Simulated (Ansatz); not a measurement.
# SrB3Pt: relaxation of the atoms with PBE

The system is SrB3Pt.

```
Sr B Pt
1.0
     4.44975    0.00000    0.00000
     0.00000    4.54056    0.00000
     0.00000    0.00000    4.54056
Sr B Pt
1 3 1
Direct
  0.00000 0.00000 0.00000
  0.50000 0.00000 0.00000
  0.00000 0.50000 0.00000
  0.00000 0.00000 0.50000
  0.50000 0.50000 0.50000
```

The cell was built by a generator and needn't be a form met in nature.

The cell isn't the ideal one: strained by -2 %.

```
Program             : Ansatz 0.2.0
Task                : relaxation of the atoms
Functional          : PBE
Potentials or basis : Ansatz PAW
Cutoff              : 420 eV (not typed: the program's choice for these potentials)
k mesh              : 5 × 5 × 5
Occupations         : fermi-dirac, width 0.05 eV
Spin                : no spin polarisation
```

* Pressure after relaxing: 0.6 GPa
* Band gap on the k mesh: none (metal or under the smearing width)

Stress tensor (GPa, compression positive):
```
 1.88  0.00  0.00
 0.00 -0.11  0.00
 0.00  0.00 -0.11
```

Final structure:
```
Sr B Pt
1.0
     4.44975    0.00000    0.00000
     0.00000    4.54056    0.00000
     0.00000    0.00000    4.54056
Sr B Pt
1 3 1
Direct
  0.00000 0.00000 0.00000
  0.50000 0.00000 0.00000
  0.00000 0.50000 0.00000
  0.00000 0.00000 0.50000
  0.50000 0.50000 0.50000
```

Levels at points of the mesh, in eV from the Fermi level:
| k point | band 16 | band 17 | band 18 | band 19 | band 20 | band 21 |
| --- | --- | --- | --- | --- | --- | --- |
| (0.00, 0.00, 0.00) | -1.20 | 0.05 | 0.05 | 0.20 | 1.62 | 1.89 |

Wall time 2.3 s on 2 threads of Arm Neoverse V1, on a shared host, peak memory 0.37 GiB.

Caveat: the relaxation stopped at its first step, so nothing moved; the thresholds are loose for stress. Spin-orbit coupling is left out, which matters for the levels of Pt.
